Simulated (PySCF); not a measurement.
# NiCl4 (-2): ligand-field states, spin distribution, part 2 of 2

PySCF 2.14.0. Atoms count from 0. Earlier steps stand in the parts before.

## (8) Ligand-field states: state-averaged CASSCF (basis x2c-TZVPall) in water

The job: settings as JSON, then the geometry in Å.

```
{"job": {"kind": "lf", "basis": "x2c-TZVPall", "nevpt": true, "solvent": "water"}, "charge": -2, "metal": "Ni", "open_shell": "d8"}
Ni     0.000000     0.000000     0.000000
Cl     1.442596     1.442596     1.029278
Cl     1.299912    -1.299912    -1.357622
Cl    -1.442596    -1.442596     1.029278
Cl    -1.299912     1.299912    -1.357622
```

Method: state-averaged CASSCF of the metal d shell, SC-NEVPT2 on the averaged canonical orbitals, state-interaction spin-orbit coupling.

What it wrote:

```text
basis functions 196, electrons 98, active (8e, 5o)
stage 1: DIIS on the effective Fock matrix, level shift 0.30
cycle   1  E = -3344.1181463690  dE = -3.344e+03  max|g| = 5.287e+00
cycle   2  E = -3337.8689152249  dE =  6.249e+00  max|g| = 6.367e+00
cycle   3  E = -3306.6659632383  dE =  3.120e+01  max|g| = 1.006e+01
cycle   4  E = -3360.5939040704  dE = -5.393e+01  max|g| = 2.160e+00
cycle   5  E = -3361.9433203863  dE = -1.349e+00  max|g| = 9.237e-01
cycle   6  E = -3363.1629749614  dE = -1.220e+00  max|g| = 2.831e-01
cycle   7  E = -3363.2024269083  dE = -3.945e-02  max|g| = 9.382e-02
cycle   8  E = -3363.1243713752  dE =  7.806e-02  max|g| = 1.954e-01
cycle   9  E = -3362.9884830085  dE =  1.359e-01  max|g| = 2.705e-01
cycle  10  E = -3362.8528263288  dE =  1.357e-01  max|g| = 3.732e-01
cycle  11  E = -3362.9980785332  dE = -1.453e-01  max|g| = 2.500e-01
cycle  12  E = -3363.0888635545  dE = -9.079e-02  max|g| = 1.737e-01
cycle  13  E = -3363.0830508828  dE =  5.813e-03  max|g| = 1.835e-01
cycle  14  E = -3363.0619712647  dE =  2.108e-02  max|g| = 2.080e-01
cycle  15  E = -3363.0679835135  dE = -6.012e-03  max|g| = 2.153e-01
stage 2: quasi-Newton rotations from the point of smallest gradient
cycle  17  E = -3363.2545313294  dE = -5.210e-02  max|g| = 2.462e-02
cycle  18  E = -3363.2554692559  dE = -9.379e-04  max|g| = 6.097e-03
cycle  19  E = -3363.2555287157  dE = -5.946e-05  max|g| = 5.502e-03
cycle  20  E = -3363.2555380514  dE = -9.336e-06  max|g| = 1.453e-03
cycle  21  E = -3363.2555403074  dE = -2.256e-06  max|g| = 3.538e-04
cycle  22  E = -3363.2555403976  dE = -9.024e-08  max|g| = 5.265e-05
cycle  23  E = -3363.2555404029  dE = -5.313e-09  max|g| = 1.900e-05
cycle  24  E = -3363.2555404034  dE = -4.434e-10  max|g| = 3.244e-06
converged average energy = -3363.2555404034

 mult deg   label        CASSCF/cm-1   NEVPT2/cm-1
   3   1   3B2                 0.0           0.0
   3   1   3B1              1024.8        1547.6
   3   1   3A2              1230.0        1853.2
   3   1   3A1              2019.7        3114.9
   3   1   3B1              2863.7        4338.8
   3   1   3B2              3013.0        4617.2
   3   1   3A2              4751.6        7247.0
   1   1   1B2             16580.6       14785.3
   1   1   1A1             16756.2       14936.9
   1   1   1B1             17296.6       15894.1
   1   1   1A1             17491.5       16193.2
   1   1   1A2             18240.4       17198.1
   3   1   3A2             20338.9       18244.7
   3   1   3B1             21027.9       19229.0
   3   1   3B2             21550.4       19835.6
   1   1   1A1             25529.8       23917.9
   1   1   1B1             25483.6       23928.5
   1   1   1A2             25790.6       24413.1
   1   1   1B2             25989.0       24703.9
   1   1   1A1             26745.0       25943.6
   1   1   1B2             27331.8       26421.2
   1   1   1B1             27510.8       26783.4
   1   1   1A2             27594.0       27150.0
   1   1   1A1             27810.5       27199.2
   1   1   1A1             62355.4       54387.6

spin-orbit levels / cm-1
      0.00  x1  3B2 0.84 3B1 0.09 3A2 0.06
     64.66  x1  3B2 0.91 3B1 0.06
    101.93  x1  3B2 0.91 3A2 0.06 3A1 0.03
   1493.83  x1  3B1 0.65 3A2 0.26 3A1 0.07
   1624.49  x1  3B1 0.81 3A1 0.12 3B2 0.04
   1886.51  x1  3B1 0.67 3A2 0.16 3B2 0.13
   2019.98  x1  3A2 0.68 3B1 0.19 3B2 0.07
   2188.69  x1  3A2 0.88 3B2 0.05 3B2 0.04
   2252.95  x1  3A2 0.67 3B1 0.25 3B1 0.05
   3496.34  x1  3A1 0.93 3B2 0.04
   3542.14  x1  3A1 0.86 3B1 0.11
   3763.26  x1  3A1 0.82 3B1 0.09 3B2 0.05
   4650.90  x1  3B1 0.71 3B2 0.18 3A2 0.08
   4702.60  x1  3B1 0.87 3A2 0.06 3A2 0.05
   4787.00  x1  3B1 0.92 3B2 0.04 3A1 0.04
   4966.78  x1  3B2 0.91 3A2 0.05 3A2 0.04
   5135.49  x1  3B2 0.92 3B1 0.04 3B1 0.04
   5192.01  x1  3B2 0.70 3B1 0.17 3A2 0.08
   7802.65  x1  3A2 0.93 3B2 0.04
   7808.80  x1  3A2 0.93 3B1 0.04
   7842.42  x1  3A2 0.91 3B1 0.04 3B2 0.04
  15067.70  x1  1B2 0.93 3A2 0.03
  15208.74  x1  1A1 0.94
  16068.14  x1  1B1 0.90 3A2 0.07
  16311.74  x1  1A1 0.87 3A2 0.06 3B1 0.05
  17228.60  x1  1A2 0.85 3B1 0.09 3B2 0.06
  18680.31  x1  3A2 0.92 1B2 0.04 3B1 0.04
  18764.08  x1  3A2 0.87 1A1 0.07
  18771.98  x1  3A2 0.91 1B1 0.08
  19680.07  x1  3B1 0.81 3B2 0.13 1A1 0.04
```

Run time: 13 s. Hardware: 1 thread of Arm Neoverse V2, shared host; peak memory 0.57 GiB.

In short:

| quantity | value |
| --- | --- |
| spin-orbit constant ζ | 638 cm⁻¹ |

Powder susceptibility:

| T (K) | χT (cm³ K/mol) | μ(eff) |
| --- | --- | --- |
| 2 | 0.074 | 0.77 |
| 20 | 0.734 | 2.42 |
| 100 | 1.831 | 3.83 |
| 300 | 2.083 | 4.08 |

## (9) Ligand-field states: state-averaged CASSCF (avg hs) in water

The job: settings as JSON, then the geometry in Å.

```
{"job": {"kind": "lf", "basis": {"metal": "x2c-TZVPall", "ligand": "x2c-SVPall"}, "nevpt": true, "solvent": "water", "avg": "hs"}, "charge": -2, "metal": "Ni", "open_shell": "d8"}
Ni     0.000000     0.000000     0.000000
Cl     1.442596     1.442596     1.029278
Cl     1.299912    -1.299912    -1.357622
Cl    -1.442596    -1.442596     1.029278
Cl    -1.299912     1.299912    -1.357622
```

Level: state-averaged CASSCF of the metal d shell, SC-NEVPT2 on the averaged canonical orbitals, state-interaction spin-orbit coupling.

What it wrote:

```text
basis functions 120, electrons 98, active (8e, 5o)
stage 1: DIIS on the effective Fock matrix, level shift 0.30
cycle   1  E = -3353.3838095656  dE = -3.353e+03  max|g| = 4.426e+00
cycle   2  E = -3358.5234231857  dE = -5.140e+00  max|g| = 3.177e+00
cycle   3  E = -3353.7873507281  dE =  4.736e+00  max|g| = 4.613e+00
cycle   4  E = -3361.8718579457  dE = -8.085e+00  max|g| = 5.991e-01
cycle   5  E = -3362.5060535889  dE = -6.342e-01  max|g| = 2.774e-01
cycle   6  E = -3362.5546298511  dE = -4.858e-02  max|g| = 7.829e-02
cycle   7  E = -3362.5519166911  dE =  2.713e-03  max|g| = 8.814e-02
cycle   8  E = -3362.5425269256  dE =  9.390e-03  max|g| = 9.376e-02
cycle   9  E = -3362.5457733917  dE = -3.246e-03  max|g| = 7.970e-02
cycle  10  E = -3362.5238408439  dE =  2.193e-02  max|g| = 1.261e-01
cycle  11  E = -3362.4114621652  dE =  1.124e-01  max|g| = 1.935e-01
cycle  12  E = -3362.2093636665  dE =  2.021e-01  max|g| = 3.798e-01
cycle  13  E = -3361.8886516933  dE =  3.207e-01  max|g| = 6.840e-01
cycle  14  E = -3361.6333382735  dE =  2.553e-01  max|g| = 7.855e-01
cycle  15  E = -3361.4984213952  dE =  1.349e-01  max|g| = 8.973e-01
stage 2: quasi-Newton rotations from the point of smallest gradient
cycle  17  E = -3362.5752520474  dE = -2.062e-02  max|g| = 6.982e-02
cycle  18  E = -3362.5768067873  dE = -1.555e-03  max|g| = 3.999e-02
cycle  19  E = -3362.5776879948  dE = -8.812e-04  max|g| = 3.891e-03
cycle  20  E = -3362.5777232170  dE = -3.522e-05  max|g| = 1.792e-03
cycle  21  E = -3362.5777279548  dE = -4.738e-06  max|g| = 2.678e-04
cycle  22  E = -3362.5777281635  dE = -2.087e-07  max|g| = 1.063e-04
cycle  23  E = -3362.5777281874  dE = -2.382e-08  max|g| = 3.279e-05
cycle  24  E = -3362.5777281889  dE = -1.499e-09  max|g| = 7.461e-06
converged average energy = -3362.5777281889

 mult deg   label        CASSCF/cm-1   NEVPT2/cm-1
   3   1   3B2                 0.0           0.0
   3   1   3B1               962.0        1411.9
   3   1   3A2              1199.9        1756.5
   3   1   3A1              1981.3        2955.9
   3   1   3B1              2816.9        4138.7
   3   1   3B2              2938.2        4367.0
   3   1   3A2              4670.9        6913.6
   1   1   1B2             16647.5       14783.0
   1   1   1A1             16834.1       14945.3
   1   1   1B1             17323.7       15796.9
   1   1   1A1             17517.7       16083.5
   1   1   1A2             18286.8       17099.8
   3   1   3A2             20364.7       18139.9
   3   1   3B1             21079.7       19141.6
   3   1   3B2             21613.0       19757.7
   1   1   1B1             25569.5       23901.5
   1   1   1A1             25629.9       23927.5
   1   1   1A2             25841.3       24314.5
   1   1   1B2             26049.3       24617.7
   1   1   1A1             26763.2       25753.2
   1   1   1B2             27430.2       26357.3
   1   1   1B1             27571.4       26653.8
   1   1   1A2             27627.5       26957.4
   1   1   1A1             27891.1       27082.2
   1   1   1A1             62594.4       54434.5

spin-orbit levels / cm-1
      0.00  x1  3B2 0.83 3B1 0.11 3A2 0.06
     70.27  x1  3B2 0.90 3B1 0.07
    113.57  x1  3B2 0.90 3A2 0.06 3A1 0.03
   1382.85  x1  3B1 0.66 3A2 0.25 3A1 0.08
   1507.27  x1  3B1 0.79 3A1 0.13 3B2 0.04
   1794.16  x1  3B1 0.72 3B2 0.15 3A2 0.10
   1924.14  x1  3A2 0.73 3B1 0.12 3B2 0.08
   2108.87  x1  3A2 0.87 3B2 0.05 3B2 0.05
   2165.74  x1  3A2 0.68 3B1 0.23 3B1 0.05
   3364.41  x1  3A1 0.92 3B2 0.05
   3408.09  x1  3A1 0.86 3B1 0.11
   3641.32  x1  3A1 0.81 3B1 0.09 3B2 0.06
   4459.28  x1  3B1 0.67 3B2 0.21 3A2 0.08
   4525.30  x1  3B1 0.86 3A2 0.07 3A2 0.06
   4610.51  x1  3B1 0.90 3B2 0.05 3A1 0.04
   4745.13  x1  3B2 0.90 3A2 0.05 3A2 0.04
   4917.10  x1  3B2 0.90 3B1 0.05 3B1 0.04
   4994.80  x1  3B2 0.66 3B1 0.20 3A2 0.09
   7502.65  x1  3A2 0.93 3B2 0.04
   7512.91  x1  3A2 0.92 3B1 0.05
   7545.41  x1  3A2 0.90 3B1 0.05 3B2 0.04
  15079.08  x1  1B2 0.93 3A2 0.03
  15231.29  x1  1A1 0.94
  15992.25  x1  1B1 0.90 3A2 0.07
  16226.58  x1  1A1 0.87 3A2 0.06 3B1 0.05
  17154.12  x1  1A2 0.85 3B1 0.09 3B2 0.06
  18605.91  x1  3A2 0.92 1B2 0.05 3B1 0.04
  18686.38  x1  3A2 0.87 1A1 0.07
  18693.08  x1  3A2 0.91 1B1 0.08
  19618.95  x1  3B1 0.81 3B2 0.12 1A1 0.04
```

Wall time 5 s (1 thread of Arm Neoverse V2, shared host); peak memory 0.39 GiB.

From this job:

| quantity | value |
| --- | --- |
| spin-orbit constant ζ | 641 cm⁻¹ |

Powder susceptibility:

| T (K) | χT (cm³ K/mol) | μ(eff) |
| --- | --- | --- |
| 2 | 0.070 | 0.75 |
| 20 | 0.697 | 2.36 |
| 100 | 1.857 | 3.85 |
| 300 | 2.143 | 4.14 |

## (10) The runs side by side

From the NEVPT2 states (cm⁻¹; the spread is that of the fitted one-electron ligand-field levels):

| step | setting | ground state | next state | orbital spread | Racah B | ζ | μ(eff), 300 K |
| --- | --- | --- | --- | --- | --- | --- | --- |
| 3 | as given | 3B2 | 3B1 at 1469 | 4223 | 1058 | 638 | 4.10 |
| 8 | basis x2c-TZVPall | 3B2 | 3B1 at 1548 | 4201 | 1054 | 638 | 4.08 |
| 9 | avg hs | 3B2 | 3B1 at 1412 | 4097 | 1059 | 641 | 4.14 |

## (11) Outcome

This closing draws on all 2 parts.

| quantity | value |
| --- | --- |
| point group | C2v |
| rotational constants (main isotopes) | 1.16, 1.03, 0.96 GHz |
| spin-orbit constant ζ (step 3, state-averaged CASSCF in water) | 638 cm⁻¹ |
| ground multiplicity, μ(eff) at 300 K (step 3, 4 donors at 2.29 Å) | 3, 4.10 μB |
| ground multiplicity, μ(eff) at 300 K (step 8, 4 donors at 2.29 Å) | 3, 4.08 μB |
| ground multiplicity, μ(eff) at 300 K (step 9, 4 donors at 2.29 Å) | 3, 4.14 μB |

In words: The optimisation took 14 steps and gained 0.083 eV; among the close pairs (by a distance rule), Ni0–Cl1 changed most, from 2.260 to 2.287 Å. The next job takes another geometry, as its input shows. In step 3, χT goes from 0.07 at 2 K to 2.10 cm³ K/mol at 300 K, as higher levels fill or mix in.
